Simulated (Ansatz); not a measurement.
# BaTiO3 (cubic perovskite type): from bands to localised orbitals

Aim: build maximally localised Wannier functions for BaTiO3 (cubic perovskite type) from several sets of trial orbitals, and check spreads and centres, and how well the models interpolate the bands. Plan: PBE, anion s p, 4×4×4; PBE, anion s p, 6×6×6; PBE, anion p, 4×4×4; PBE, metal d and anion p, 4×4×4; PBE, metal d and anion p, disentangled, 4×4×4; PBE, metal d, 4×4×4; r2SCAN, anion s p, 4×4×4; r2SCAN, metal d and anion p, disentangled, 4×4×4; r2SCAN, metal d, 4×4×4 (level, trial orbitals, Wannier mesh).

Program: Ansatz 0.2.0. Level of theory: plane waves, PAW. These are calculated values, not measurements.

## 1. The structure to begin with

Symmetry: Pm-3m, No. 221, cubic system. Conventional cell: a = 3.994 Å, b = 3.994 Å, c = 3.994 Å, α = 90.00°, β = 90.00°, γ = 90.00°. Ba (site symmetry m-3m) has 12 O at 2.82 Å as nearest neighbours. Around Ti (site symmetry m-3m) lie 6 O at 2.00 Å. O (site symmetry 4/mmm) is surrounded by 2 Ti at 2.00 Å and 4 Ba at 2.82 Å.

Structure file:

```cif
data_structure
_symmetry_space_group_name_H-M 'P 1'
_symmetry_Int_Tables_number 1
_cell_length_a 3.9941
_cell_length_b 3.9941
_cell_length_c 3.9941
_cell_angle_alpha 90.000
_cell_angle_beta 90.000
_cell_angle_gamma 90.000
_cell_volume 63.72
loop_
_atom_site_label
_atom_site_type_symbol
_atom_site_fract_x
_atom_site_fract_y
_atom_site_fract_z
_atom_site_occupancy
Ba1 Ba 0.00000 0.00000 0.00000 1
Ti1 Ti 0.50000 0.50000 0.50000 1
O1 O 0.50000 0.50000 0.00000 1
O2 O 0.50000 0.00000 0.50000 1
O3 O 0.00000 0.50000 0.50000 1
```

The cell was relaxed beforehand with r2SCAN; those runs aren't shown. No spin polarisation is used; should the compound be magnetic, its bands and low-energy spectrum would differ. No run includes spin-orbit coupling, which matters for Ba.

## 2. PBE, anion s p, 4×4×4

Contents of input.yaml:

```yaml
crystal:
  lattice:
    - [3.9940965204, 0.0, 0.0]
    - [0.0, 3.9940965204, 0.0]
    - [0.0, 0.0, 3.9940965204]
  atoms:
    - { symbol: Ba, position: [0.0, 0.0, 0.0] }
    - { symbol: Ti, position: [0.5, 0.5, 0.5] }
    - { symbol: O, position: [0.5, 0.5, 0.0] }
    - { symbol: O, position: [0.5, 0.0, 0.5] }
    - { symbol: O, position: [0.0, 0.5, 0.5] }
kpoints:
  mp_grid: { grid: [6, 6, 6] }
  band_path:
    path:
      - [[0.0, 0.0, 0.0], [1.575289956006e-51, 0.5, 4.018284515997e-36], [0.5, 0.5, 1.084936819319e-34], [0.0, 0.0, 0.0], [0.5, 0.5, 0.5], [1.575289956006e-51, 0.5, 4.018284515997e-36]]
      - [[0.5, 0.5, 0.5], [0.5, 0.5, 1.084936819319e-34]]
    npoints: 10
hamiltonian:
  xc: pbe
scf:
  occupations: { method: fixed }
  n_extra_bands: 6
output:
  forces: false
  stress: false
  eigenvalues: true
  wannier:
    kmesh: [4, 4, 4]
    projections: [{ species: O, l: s, shell: 2 }, { species: O, l: p, shell: 2 }]
    minimise: true
    write_hr: true
    conv_tol: 1.0e-08
    max_iter: 3000
  write_density: true
  write_potential: true
  elf: true
  volumetric_format: npy
```

Started as:

```
$ ansatz run input.yaml --threads 2 --pin off --max-ram 20275MiB --backend cpu --events-out ev --progress --plain --runs-dir out
```

After this run come: PBE, anion s p, 6×6×6; PBE, anion p, 4×4×4; PBE, metal d and anion p, 4×4×4; PBE, metal d and anion p, disentangled, 4×4×4; PBE, metal d, 4×4×4; r2SCAN, anion s p, 4×4×4; r2SCAN, metal d and anion p, disentangled, 4×4×4; r2SCAN, metal d, 4×4×4.

Before running them: what should the planned runs give, taken together? Wanted: total spread, PBE, anion s p, 4×4×4; total spread, PBE, anion s p, 6×6×6; total spread, PBE, anion p, 4×4×4; total spread, PBE, metal d and anion p, 4×4×4; total spread, PBE, metal d and anion p, disentangled, 4×4×4; total spread, PBE, metal d, 4×4×4; total spread, r2SCAN, anion s p, 4×4×4; total spread, r2SCAN, metal d and anion p, disentangled, 4×4×4; total spread, r2SCAN, metal d, 4×4×4.

**Answer**, as computed:

| quantity | value |
| --- | --- |
| total spread, PBE, anion s p, 4×4×4 | 13.64 Å² over 12 functions |
| total spread, PBE, anion s p, 6×6×6 | 14.36 Å² over 12 functions |
| total spread, PBE, anion p, 4×4×4 | 12.67 Å² over 9 functions |
| total spread, PBE, metal d and anion p, 4×4×4 | 14.27 Å² over 14 functions |
| total spread, PBE, metal d and anion p, disentangled, 4×4×4 | 13.40 Å² over 14 functions |
| total spread, PBE, metal d, 4×4×4 | 8.69 Å² over 5 functions |
| total spread, r2SCAN, anion s p, 4×4×4 | 13.13 Å² over 12 functions |
| total spread, r2SCAN, metal d and anion p, disentangled, 4×4×4 | 13.05 Å² over 14 functions |
| total spread, r2SCAN, metal d, 4×4×4 | 8.15 Å² over 5 functions |
| centres of the first set | 0.23 to 0.40 Å from the nearest atom |

**Reading.** With PBE, anion s p, 4×4×4 the 12 functions move off the atoms, with a mean spread of 1.14 Å²; 90 % of the total is gauge invariant. The total spread goes from 13.64 Å² on 4×4×4 to 14.36 Å² on 6×6×6: finite differences in k understate it on coarse meshes, while the largest miss of a band goes from 0.05 to 0.01 eV. On one set and mesh the functional gives 13.64 (PBE), 13.13 (r2SCAN) Å². The disentangled models miss some band by up to 0.3 eV, which may lie outside their frozen windows.
